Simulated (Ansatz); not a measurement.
# CuHO (SMILES [OH][Cu]): one structure at several levels

How do the functionals fare away from a minimum? The structure is a structure displaced at random from a GFN2-xTB minimum.

Program: Ansatz 0.2.0, Gaussian basis. Level of theory: single points in def2-TZVPP. These are calculated values, not measurements.

Cores are frozen in the correlated methods. The 3s and 3p shells of Cu and Zn are frozen; filled d shells are correlated. B3LYP uses VWN-RPA correlation.

### Step 1. Where the work starts

SMILES `[OH][Cu]`, 3 atoms, charge 0, spin multiplicity 1.

Atoms are counted from 1 here; the program's logs count them from 0.

Bond lengths: O1–Cu2 1.927 Å, O1–H3 1.083 Å. Angles: Cu2–O1–H3 95.5°.

Geometry (Å):

```
O    -0.3813   -0.5229   -0.1970
Cu    1.2237    0.0926    0.6737
H    -0.8079    0.4622   -0.3369
```

### Step 2. CCSD(T)/def2-TZVPP

The input, run/in.yaml:

```yaml
crystal:
  periodic: [false, false, false]
  atoms:
    - {symbol: O, position_ang: [-0.381300, -0.522900, -0.197000]}
    - {symbol: Cu, position_ang: [1.223700, 0.092600, 0.673700]}
    - {symbol: H, position_ang: [-0.807900, 0.462200, -0.336900]}
basis:
  gaussian: {orbitals: def2-TZVPP}
correlation: {method: ccsd_t, frozen_orbitals: {Cu: 9, H: 0, O: 1}}
output: {forces: true}
```

The command line of these runs was not kept.

### Step 3. PBE0-D4/def2-TZVPP

Edit run/in.yaml of step 2 so:

```diff
@@ -8,3 +8,3 @@
   gaussian: {orbitals: def2-TZVPP}
-correlation: {method: ccsd_t, frozen_orbitals: {Cu: 9, H: 0, O: 1}}
-output: {forces: true}
+hamiltonian: {xc: pbe0, dispersion: d4}
+output: {forces: true, orbitals: {seedname: orbitals}}
```

### Step 4. wB97M-V/def2-TZVPP

Edit run/in.yaml of step 3 so:

```diff
@@ -8,3 +8,3 @@
   gaussian: {orbitals: def2-TZVPP}
-hamiltonian: {xc: pbe0, dispersion: d4}
-output: {forces: true, orbitals: {seedname: orbitals}}
+hamiltonian: {xc: {name: wB97M-V}}
+output: {forces: true}
```

### Step 5. r2SCAN-D4/def2-TZVPP

Edit run/in.yaml of step 4 so:

```diff
@@ -8,3 +8,3 @@
   gaussian: {orbitals: def2-TZVPP}
-hamiltonian: {xc: {name: wB97M-V}}
+hamiltonian: {xc: r2scan, dispersion: d4}
 output: {forces: true}
```

### Step 6. PBE-D4/def2-TZVPP

Edit run/in.yaml of step 5 so:

```diff
@@ -8,3 +8,3 @@
   gaussian: {orbitals: def2-TZVPP}
-hamiltonian: {xc: r2scan, dispersion: d4}
+hamiltonian: {xc: pbe, dispersion: d4}
 output: {forces: true}
```

### Step 7. r2SCANh-D4/def2-TZVPP

Edit run/in.yaml of step 6 so:

```diff
@@ -8,3 +8,3 @@
   gaussian: {orbitals: def2-TZVPP}
-hamiltonian: {xc: pbe, dispersion: d4}
+hamiltonian: {xc: {name: r2SCANh}, dispersion: d4}
 output: {forces: true}
```

### Step 8. B3LYP-D4/def2-TZVPP

Edit run/in.yaml of step 7 so:

```diff
@@ -8,3 +8,3 @@
   gaussian: {orbitals: def2-TZVPP}
-hamiltonian: {xc: {name: r2SCANh}, dispersion: d4}
+hamiltonian: {xc: {name: B3LYP}, dispersion: d4}
 output: {forces: true}
```

(Steps that only read results are left out.)

Q: Predict the outcome of this session. Wanted: energy less free atoms, CCSD(T)/def2-TZVPP; RMS force component; RMS force error; HOMO and LUMO, PBE0-D4; T1 diagnostic.

As calculated:

```
                                  quantity                                                                                               value
energy less free atoms, CCSD(T)/def2-TZVPP                                                                                           -7.124 eV
                       RMS force component                                                                1.803 to 2.108 eV/Å over the methods
                           RMS force error  PBE0-D4 0.122, wB97M-V 0.102, r2SCAN-D4 0.200, PBE-D4 0.221, r2SCANh-D4 0.189, B3LYP-D4 0.035 eV/Å
                    HOMO and LUMO, PBE0-D4                                                                                  -6.71 and -2.73 eV
                             T1 diagnostic                                                                                               0.039
```

In words: Against CCSD(T) the functionals' energies less atoms differ by -0.587 to +0.076 eV, PBE-D4 by -0.587 eV. A larger basis would deepen the CCSD(T) value, while the functionals are nearly converged already, so the order here is not reliable. On forces the order runs from B3LYP-D4 to PBE-D4. Frozen-core CCSD(T) forces in triple zeta carry basis errors of their own, and this is one geometry, so small gaps rank nothing. The T1 diagnostic is large here, over the usual mark for main-group molecules (transition-metal compounds often pass it harmlessly), so CCSD(T) itself may be off.
